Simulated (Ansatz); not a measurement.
# Sb2O: the cost of one run

Program: Ansatz 0.2.0. Level of theory: DFT PBE, scalar-relativistic, plane waves, PAW. These are calculated values, not measurements.

### 1 The system as given

The structure is tetragonal, space group P4_2/mnm (No. 136). The conventional cell has a = 6.291 Å, b = 6.291 Å, c = 3.844 Å, α = 90.00°, β = 90.00°, γ = 90.00°. Sb (site symmetry m2m) has 3 O at 2.63 to 2.64 Å as nearest neighbours. O (site symmetry mmm) is surrounded by 6 Sb at 2.63 to 2.64 Å.

Coordinates:

```xyz
6
Lattice="6.2912 0.0000 0.0000 0.0000 6.2912 0.0000 0.0000 0.0000 3.8444" Properties=species:S:1:pos:R:3 pbc="T T T"
Sb    1.8630    1.8630    0.0000
Sb    4.4282    4.4282    0.0000
Sb    5.0086    1.2826    1.9222
Sb    1.2826    5.0086    1.9222
O     0.0000    0.0000    0.0000
O     3.1456    3.1456    1.9222
```

A structure generator made this guess: species swapped into a database cell of Zr2N (P4_2/mnm, No. 136), with Sb on the Zr sites and O on the N sites. Its size is a rough estimate.

### 2 The guess as it stands, on a coarse mesh

The input, input.yaml:

```yaml
crystal:
  lattice:
    - [6.2911755, 0.0, 0.0]
    - [0.0, 6.2911755, 0.0]
    - [0.0, 0.0, 3.84442458]
  atoms:
    - { symbol: Sb, position: [0.29612547, 0.29612547, 0.0] }
    - { symbol: Sb, position: [0.70387453, 0.70387453, 0.0] }
    - { symbol: Sb, position: [0.79612547, 0.20387453, 0.5] }
    - { symbol: Sb, position: [0.20387453, 0.79612547, 0.5] }
    - { symbol: O, position: [0.0, 0.0, 0.0] }
    - { symbol: O, position: [0.5, 0.5, 0.5] }
basis:
  ecutwfc: 420
kpoints:
  mp_grid: { grid: [4, 4, 4] }
hamiltonian:
  xc: pbe
scf:
  occupations: { method: gaussian, width: 0.1 }
  lower_state_search: "off"
output:
  forces: true
  stress: true
  eigenvalues: true
```

Command:

```bash
> ansatz run input.yaml --threads 1 --pin off --max-ram 2560MiB --backend cpu --events-out ev --progress --plain --runs-dir out
```

What time and memory should one allow on 1 thread of Arm Neoverse V2, shared host?

About 5.6 s, with a peak of 0.4 GiB.
